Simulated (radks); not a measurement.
# The Coulomb parameter U of the 4d shell of Rh⁺

Aim: U as the second difference [E(n + 0.5) + E(n − 0.5) − 2E(n)]/0.5², with all orbitals relaxed. Bare: the atom's charge changes with n. Screened: the 5p shell takes up the change. The start is a model configuration, not necessarily the ground state.

The numbers are computed with radks (a radial shooting solver on a logarithmic mesh, Libxc functionals) version 1 (scalar-relativistic Kohn-Sham, BLYP, spin-unpolarised, spherical densities, finite nucleus), except any that are marked as measured or tabulated.

## (1) Starting point

| Item | Value |
| --- | --- |
| element | rhodium (Z = 45) |
| charge | +1 |
| electrons | 44 |
| configuration | [Kr] 4d7 5p1 |
| nuclear rms radius | 4.4945 fm |

The outer shells:

Rh⁺
```
[Kr] core
4d [↑↓][↑↓][↑ ][↑ ][↑ ]
5p [↑ ][  ][  ]
```

## (2) Start: [Kr] 4d7 5p1

Input:

```text
Z 45
configuration [Kr] 4d7 5p1
relativity scalar-relativistic
functional b88,lyp
spin unpolarised
nucleus finite rms 4.4945 fm
c 137.035999084
```

Run with:

```sh
$ python run_ks.py task.json out
```

The same process makes all the runs of this session.

## (3) Bare +0.5: [Kr] 4d7.5 5p1

Changes since step 2:

```diff
@@ -1,3 +1,3 @@
 Z 45
-configuration [Kr] 4d7 5p1
+configuration [Kr] 4d7.5 5p1
 relativity scalar-relativistic
```

## (4) Bare -0.5: [Kr] 4d6.5 5p1

Changes since step 3:

```diff
@@ -1,3 +1,3 @@
 Z 45
-configuration [Kr] 4d7.5 5p1
+configuration [Kr] 4d6.5 5p1
 relativity scalar-relativistic
```

## (5) Screened +0.5: [Kr] 4d7.5 5p0.5

Changes since step 4:

```diff
@@ -1,3 +1,3 @@
 Z 45
-configuration [Kr] 4d6.5 5p1
+configuration [Kr] 4d7.5 5p0.5
 relativity scalar-relativistic
```

## (6) Screened -0.5: [Kr] 4d6.5 5p1.5

Changes since step 5:

```diff
@@ -1,3 +1,3 @@
 Z 45
-configuration [Kr] 4d7.5 5p0.5
+configuration [Kr] 4d6.5 5p1.5
 relativity scalar-relativistic
```

What does the calculation give?

**Answer**, as computed:

```tsv
quantity	value (eV)
U, bare	11.576
U, screened by 5p	3.003
F0(4d,4d), frozen orbitals	16.846
```

**Reading.** Relaxing the orbitals brings U down to 69 % of the Slater integral F0. Letting 5p compensate leaves 26 % of the bare value; this second difference measures U(4d,4d) + U(5p,5p) − 2U(4d,5p). A solid screens further than the bare atom, so the bare value is an upper guide for the U of a crystal.
